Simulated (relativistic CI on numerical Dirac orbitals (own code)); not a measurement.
**Tm²⁺: resonant inelastic X-ray scattering at the N4,5 edge**

Aim: the energy losses and their intensities at the absorption maxima, by the Kramers-Heisenberg formula, for 6 crystal fields.

The numbers are computed with relativistic CI on numerical Dirac orbitals (own code) version 3 (Dirac-Coulomb-Breit CI, KLI orbitals optimised for each configuration, model QED (radiative potential, 1s self-energy scaled to tabulated hydrogen-like ionisation energies), valence Slater integrals scaled by 0.9, Kramers-Heisenberg scattering through one core-hole configuration in a parametric crystal field), except any that are marked as measured or tabulated.

### 1 The system

- ion: Tm²⁺ (Tm III)
- nuclear charge: 69
- electrons: 67
- configurations: [Xe] 4f13 → [Kr] 4d9 4f14 5s2 5p6
- temperature: 10 K
- core-hole width: 0.3 eV
- field 1 (cm⁻¹): D3d, B20 = 1490, B40 = 0, B43 = -780, B60 = 220, B63 = -160, B66 = 40
- field 2 (cm⁻¹): Oh, B40 = -1550, B60 = 400
- field 3 (cm⁻¹): D3d, B20 = 550, B40 = -610, B43 = 100, B60 = 430, B63 = -100, B66 = -140
- field 4 (cm⁻¹): Oh, B40 = 800, B60 = 340
- field 5 (cm⁻¹): D3h, B20 = 380, B40 = 150, B60 = 160, B66 = 260
- field 6 (cm⁻¹): Oh, B40 = 1110, B60 = 290

### 2 Field 1: D3d, B20 = 1490, B40 = 0, B43 = -780, B60 = 220, B63 = -160, B66 = 40

Settings, as recorded:

```ini
atom Tm  Z=69  charge=2  electrons=67
nucleus A=169  rms_radius_fm=5.2256
hamiltonian dirac-coulomb  breit=on  qed=on  c_scale=1
orbitals kli  potential=per-configuration
slater_scale 0.9
correlation none
mixing on
configurations
  [Xe] 4f13
  [Kr] 4d9 4f14 5s2 5p6
end
rixs N4,5 T=10 core_hole_width=0.3
crystal_field D3d B20=1490 B40=0 B43=-780 B60=220 B63=-160 B66=40
```

The run is started by

```sh
$ python run_levels.py task.json out
```

The settings of every run stand in task.json; they run in order.

Results of the run (chosen fields of its result record, rounded):

```text
{
  "status": "converged",
  "incident [eV]": [177.9],
  "losses [loss_eV, degeneracy, irrep, S, I1]": [
    [1.888e-16, 2, "G4", 0.5, 154.3],
    [0.02812, 2, "G56", 0.5, 100],
    [0.06257, 2, "G4", 0.5, 30.41],
    [0.1162, 2, "G4", 0.5, 5.191],
    [1.091, 2, "G4", 0.5, 7.565],
    [1.126, 2, "G56", 0.5, 6.636],
    [1.193, 2, "G4", 0.5, 1.62]
  ],
  "ground_S": 0.5
}
```

It took 0.17 s on 1 thread of Neoverse-V2, shared host.

### 3 Field 2: Oh, B40 = -1550, B60 = 400

Settings: those of step 2 with these lines changed.

```diff
@@ -12,2 +12,2 @@
 rixs N4,5 T=10 core_hole_width=0.3
-crystal_field D3d B20=1490 B40=0 B43=-780 B60=220 B63=-160 B66=40
+crystal_field Oh B40=-1550 B60=400
```

From the record:

```text
{
  "status": "converged",
  "incident [eV]": [177.9],
  "losses [loss_eV, degeneracy, irrep, S, I1]": [
    [9.441e-17, 2, "G7", 0.5, 98.1],
    [0.06859, 4, "G8", 0.5, 100],
    [0.07778, 2, "G6", 0.5, 20.53],
    [1.105, 2, "G7", 0.5, 4.317],
    [1.157, 4, "G8", 0.5, 8.216]
  ],
  "ground_S": 0.5
}
```

Wall time 0.18 s (1 thread of Neoverse-V2, shared host).

### 4 Field 3: D3d, B20 = 550, B40 = -610, B43 = 100, B60 = 430, B63 = -100, B66 = -140

Settings: those of step 3 with these lines changed.

```diff
@@ -12,2 +12,2 @@
 rixs N4,5 T=10 core_hole_width=0.3
-crystal_field Oh B40=-1550 B60=400
+crystal_field D3d B20=550 B40=-610 B43=100 B60=430 B63=-100 B66=-140
```

From the record:

```text
{
  "status": "converged",
  "incident [eV]": [177.8],
  "losses [loss_eV, degeneracy, irrep, S, I1]": [
    [9.441e-17, 2, "G4", 0.5, 225.9],
    [0.002224, 2, "G4", 0.5, 38.51],
    [0.005876, 2, "G56", 0.5, 135],
    [0.0436, 2, "G4", 0.5, 100],
    [1.083, 2, "G56", 0.5, 7.283],
    [1.089, 2, "G4", 0.5, 8.283],
    [1.121, 2, "G4", 0.5, 10.17]
  ],
  "ground_S": 0.5
}
```

Wall time 0.17 s (1 thread of Neoverse-V2, shared host).

### 5 Field 4: Oh, B40 = 800, B60 = 340

Settings: those of step 4 with these lines changed.

```diff
@@ -12,2 +12,2 @@
 rixs N4,5 T=10 core_hole_width=0.3
-crystal_field D3d B20=550 B40=-610 B43=100 B60=430 B63=-100 B66=-140
+crystal_field Oh B40=800 B60=340
```

From the record:

```text
{
  "status": "converged",
  "incident [eV]": [177.8],
  "losses [loss_eV, degeneracy, irrep, S, I1]": [
    [2.832e-16, 2, "G6", 0.5, 70.42],
    [0.03257, 4, "G8", 0.5, 100],
    [0.04512, 2, "G7", 0.5, 16.85],
    [1.103, 4, "G8", 0.5, 6.411],
    [1.131, 2, "G7", 0.5, 3.495]
  ],
  "ground_S": 0.5
}
```

It took 0.18 s on 1 thread of Neoverse-V2, shared host.

### 6 Field 5: D3h, B20 = 380, B40 = 150, B60 = 160, B66 = 260

Settings: those of step 5 with these lines changed.

```diff
@@ -12,2 +12,2 @@
 rixs N4,5 T=10 core_hole_width=0.3
-crystal_field Oh B40=800 B60=340
+crystal_field D3h B20=380 B40=150 B60=160 B66=260
```

From the record:

```text
{
  "status": "converged",
  "incident [eV]": [177.8],
  "losses [loss_eV, degeneracy, irrep, S, I1]": [
    [9.441e-17, 2, "-", 0.5, 2096],
    [0.01065, 2, "-", 0.5, 1322],
    [0.01722, 2, "-", 0.5, 250.8],
    [0.03032, 2, "-", 0.5, 34.23],
    [1.086, 2, "-", 0.5, 100],
    [1.099, 2, "-", 0.5, 81.23],
    [1.112, 2, "-", 0.5, 7.956]
  ],
  "ground_S": 0.5
}
```

Wall time 0.16 s (1 thread of Neoverse-V2, shared host).

### 7 Field 6: Oh, B40 = 1110, B60 = 290

Settings: those of step 6 with these lines changed.

```diff
@@ -12,2 +12,2 @@
 rixs N4,5 T=10 core_hole_width=0.3
-crystal_field D3h B20=380 B40=150 B60=160 B66=260
+crystal_field Oh B40=1110 B60=290
```

From the record:

```text
{
  "status": "converged",
  "incident [eV]": [177.9],
  "losses [loss_eV, degeneracy, irrep, S, I1]": [
    [9.441e-17, 2, "G6", 0.5, 70.47],
    [0.03584, 4, "G8", 0.5, 100],
    [0.06054, 2, "G7", 0.5, 16.73],
    [1.105, 4, "G8", 0.5, 6.484],
    [1.144, 2, "G7", 0.5, 3.622]
  ],
  "ground_S": 0.5
}
```

Wall time 0.18 s (1 thread of Neoverse-V2, shared host).

### 8 The fields side by side

| field | S, thermal mean | first incident energy (eV) | lowest loss over 0.08 eV (eV) | strongest such loss there (eV) | its level |
| --- | --- | --- | --- | --- | --- |
| 1: D3d | 0.50 | 177.9 | 0.116 | 1.091 | G4, S = 0.5 |
| 2: Oh | 0.50 | 177.9 | 1.105 | 1.157 | G8, S = 0.5 |
| 3: D3d | 0.50 | 177.8 | 1.083 | 1.121 | G4, S = 0.5 |
| 4: Oh | 0.50 | 177.8 | 1.103 | 1.103 | G8, S = 0.5 |
| 5: D3h | 0.50 | 177.8 | 1.086 | 1.086 | -, S = 0.5 |
| 6: Oh | 0.50 | 177.9 | 1.105 | 1.105 | G8, S = 0.5 |

### 9 Results

```
                            quantity     value
          incident energies, field 1  177.9 eV
strongest loss over 0.08 eV, field 1   1.09 eV
share of spin-changing ones, field 1       0 %
```

**Reading.** In field 1 the strongest loss over 0.08 eV at the first resonance is 1.09 eV (G4, S = 0.5). Only the lowest levels kept in the record count, and labels are spin-orbit irreps. Polarisations are summed, and charge-transfer losses are outside the model.
